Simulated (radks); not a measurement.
**Fractional charge and spin in the 5s shell of terbium**

An exercise on one series of results from a longer session: the logs are not shown, and one member is left open.

Program: radks (a radial shooting solver on a logarithmic mesh, Libxc functionals) version 1. Level of theory: scalar-relativistic Kohn-Sham, PBE, spin-polarised, spherical densities, finite nucleus. These are calculated values, not measurements, unless marked.

## The atom as given

| Property | Result |
| --- | --- |
| element | terbium (Z = 65) |
| configuration | [Kr] 4d10 4f(up 4, down 4) 5p6 5s(up 1, down 1) |
| nuclear rms radius | 5.06 fm |

A shell typed twice in an input gives spin up, then spin down.

The first run:

The run's settings:

```text
Z 65
configuration [Kr] 4d10 4f4 4f4 5p6 5s1 5s1
relativity scalar-relativistic
functional pbe,pbe
spin polarised
nucleus finite rms 5.06 fm
c 137.035999084
```

Steps of the session up to this table: 5s: up 1, down 1.

One table of the session follows, with a row left open; its other results are not shown here.

It belongs to the step «5s: up 1, down 1». From the orbitals of this run (lengths in bohr):

| level | <r> | outermost maximum (interpolated) | 90 % within | nodes |
| --- | --- | --- | --- | --- |
| 3p | 0.2381 | 0.216 | 0.356 | 1 |
| 3d | ? | ? | ? | ? |
| 4s | 0.5409 | 0.505 | 0.777 | 3 |
| 4p | 0.5727 | 0.527 | 0.833 | 2 |
| 4d | 0.6215 | 0.546 | 0.934 | 1 |
| 5s | 1.298 | 1.17 | 1.86 | 4 |
| 5p | 1.503 | 1.32 | 2.19 | 3 |
| 4f | 0.8276 | 0.550 | 1.41 | 0 |

Estimate the missing values for 3d.

**Answer.** <r>: 0.2165; outermost maximum (interpolated): 0.176; 90 % within: 0.337; nodes: 0. In the column «<r>» it is the lowest.
